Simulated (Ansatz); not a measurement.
# N2H (SMILES [N]=N): U-r2SCAN0/def2-TZVPPD

What is the electronic atomisation energy of N2H at U-r2SCAN0/def2-TZVPPD? 

The calculation is run with Ansatz 0.2.0.

29 further runs of the same task are left out: 29 set aside as unsound or not needed.

### Step 1. The molecule

N2H: 3 atoms, total charge 0, spin state doublet. SMILES: `[N]=N`. The shape is that of a PBE0-D4/def2-TZVP optimisation.

Bond lengths: N1–N2 1.165 Å, N2–H3 1.057 Å. Angles: N1–N2–H3 117.5°.

### Step 2. A single-point energy at U-r2SCAN0/def2-TZVPPD

molecule.yaml reads:

```yaml
crystal:
  periodic: [false, false, false]
  atoms:
    - {symbol: N, position_ang: [0.710530, -0.606720, 0.326180]}
    - {symbol: N, position_ang: [-0.268660, -0.217710, -0.170100]}
    - {symbol: H, position_ang: [-0.441870, 0.824430, -0.156080]}
basis:
  gaussian:
    orbitals: def2-TZVPPD.json
hamiltonian:
  xc: {name: r2SCAN0}
accuracy: high
magnetization:
  spin_polarized: true
  initial_magnetization: 1
output: {orbitals: {seedname: orbitals}}
```

The basis set def2-TZVPPD is read from a file made from the Basis Set Exchange's data (not shown).

The run is started by

```
ansatz run molecule.yaml --threads 1 --pin off --max-ram 3480MiB --events-out events.jsonl --progress --plain --runs-dir runs
```

The log of the run:

```text
Warning: RAYON_NUM_THREADS=1 ignored (pool sized by the plan → 1); use --threads N
Functional definition: r2SCAN0
  name "r2SCAN0"
  parameter a = 0.25
  parameter k0 = 0.174
  parameter k1 = 0.065
  parameter a1 = 4.9479
  exchange = (1 - a)*r2scan_x(k0 = k0, k1 = k1, a1 = a1) + a*exact_x
  correlation = r2scan_c
1397 factors; integrals over basis functions are off by at most 3.2e-9 eV
mean field evaluation 1: about -2991.7145 eV, gradient 1.9e1 eV
mean field evaluation 2: about -2992.2023 eV, gradient 1.6e1 eV
mean field evaluation 4: about -2993.2311 eV, gradient 7.1e-1 eV
mean field evaluation 8: about -2993.2371 eV, gradient 6.3e-2 eV
mean field evaluation 16: about -2993.2373 eV, gradient 6.2e-5 eV
mean field -2993.23726769 eV, -109.9994406986 hartree, gradient 4.6e-8 eV, S^2 0.759344; 0 other end points of the search recorded, 0 dependent functions left out
reference -2993.23726898 eV, -109.9994407459 hartree; 8, 7 occupied and 83, 84 virtual orbitals, 1397 factors
Total energy: -2993.23726898 eV, -109.9994407459 hartree
```

Run time: 7.2 s. Hardware: 1 thread of Arm Neoverse V1, shared host; peak memory 0.27 GiB.

### Step 3. The H atom

molecule.yaml reads:

```yaml
crystal:
  periodic: [false, false, false]
  atoms:
    - symbol: H
      position_ang: [0.000000, 0.000000, 0.000000]
basis:
  gaussian: {orbitals: def2-TZVPPD.json}
total_charge: 0
magnetization: {spin_polarized: true, initial_magnetization: 1}
hamiltonian: {xc: {name: r2SCAN0}}
accuracy: high
```

The basis set def2-TZVPPD is read from a file made from the Basis Set Exchange's data (not shown).

The run is started by

```
ansatz run molecule.yaml --threads 1 --pin off --max-ram 3480MiB --events-out events.jsonl --progress --plain --runs-dir runs
```

The log of the run, cut to the lines that bear on the results:

```text
Warning: RAYON_NUM_THREADS=1 ignored (pool sized by the plan → 1); use --threads N
[... 8 set-up lines as earlier in the session ...]
117 factors; integrals over basis functions are off by at most 2.6e-9 eV
mean field evaluation 1: about -13.5983 eV, gradient 5.0e-1 eV
mean field evaluation 2: about -13.6022 eV, gradient 6.0e-2 eV
mean field evaluation 4: about -13.6022 eV, gradient 2.5e-3 eV
mean field evaluation 8: about -13.6022 eV, gradient 6.6e-9 eV
mean field -13.60215026 eV, -0.4998698021 hartree, gradient 9.2e-9 eV, S^2 0.750000; 0 other end points of the search recorded, 0 dependent functions left out
reference -13.60215116 eV, -0.4998698354 hartree; 1, 0 occupied and 16, 17 virtual orbitals, 117 factors
Total energy: -13.60215116 eV, -0.4998698354 hartree
```

Wall time 0.5 s (1 thread of Arm Neoverse V1, shared host).

### Step 4. The N atom, same level

job.yaml reads:

```yaml
crystal:
  periodic: [false, false, false]
  atoms:
    - {symbol: N, position_ang: [0.000000, 0.000000, 0.000000]}
basis:
  gaussian:
    orbitals: def2-TZVPPD.json
magnetization:
  spin_polarized: true
  initial_magnetization: 3
hamiltonian:
  xc: {name: r2SCAN0}
accuracy: high
```

The basis set def2-TZVPPD is read from a file made from the Basis Set Exchange's data (not shown).

The run is started by

```
ansatz run job.yaml --threads 1 --pin off --max-ram 3480MiB --events-out events.jsonl --progress --plain --runs-dir runs
```

The log of the run, cut to the lines that bear on the results:

```text
Warning: RAYON_NUM_THREADS=1 ignored (pool sized by the plan → 1); use --threads N
[... 8 set-up lines as earlier in the session ...]
370 factors; integrals over basis functions are off by at most 2.9e-9 eV
mean field evaluation 1: about -1485.1377 eV, gradient 6.1e0 eV
mean field evaluation 2: about -1485.2175 eV, gradient 2.5e0 eV
mean field evaluation 4: about -1485.2407 eV, gradient 3.3e-1 eV
mean field evaluation 8: about -1485.2381 eV, gradient 6.8e-4 eV
mean field evaluation 16: about -1485.2381 eV, gradient 4.8e-8 eV
mean field -1485.23810625 eV, -54.5814936741 hartree, gradient 4.8e-8 eV, S^2 3.755075; 0 other end points of the search recorded, 0 dependent functions left out
reference -1485.23810699 eV, -54.5814937012 hartree; 5, 2 occupied and 32, 35 virtual orbitals, 370 factors
Total energy: -1485.23810699 eV, -54.5814937012 hartree
```

It took 1.2 s on 1 thread of Arm Neoverse V1, shared host; peak memory 0.11 GiB.

### Step 5. Summary of results

At U-r2SCAN0/def2-TZVPPD:

| quantity | value |
| --- | --- |
| molecule: total energy | -109.99944 Eh |
| molecule: HOMO energy (highest over α and β) | -6.64 eV |
| molecule: LUMO energy (lowest over α and β) | -1.18 eV |
| molecule: ⟨S²⟩ | 0.759 |
| H atom: total energy | -0.49987 Eh |
| H atom: ⟨S²⟩ | 0.750 |
| N atom: total energy | -54.58149 Eh |
| N atom: ⟨S²⟩ | 3.755 |
| electronic atomisation energy | 9.159 eV |

**Reading.** Taking the molecule apart into free atoms costs 9.16 eV (884 kJ/mol), before zero-point energy and without spin-orbit coupling.
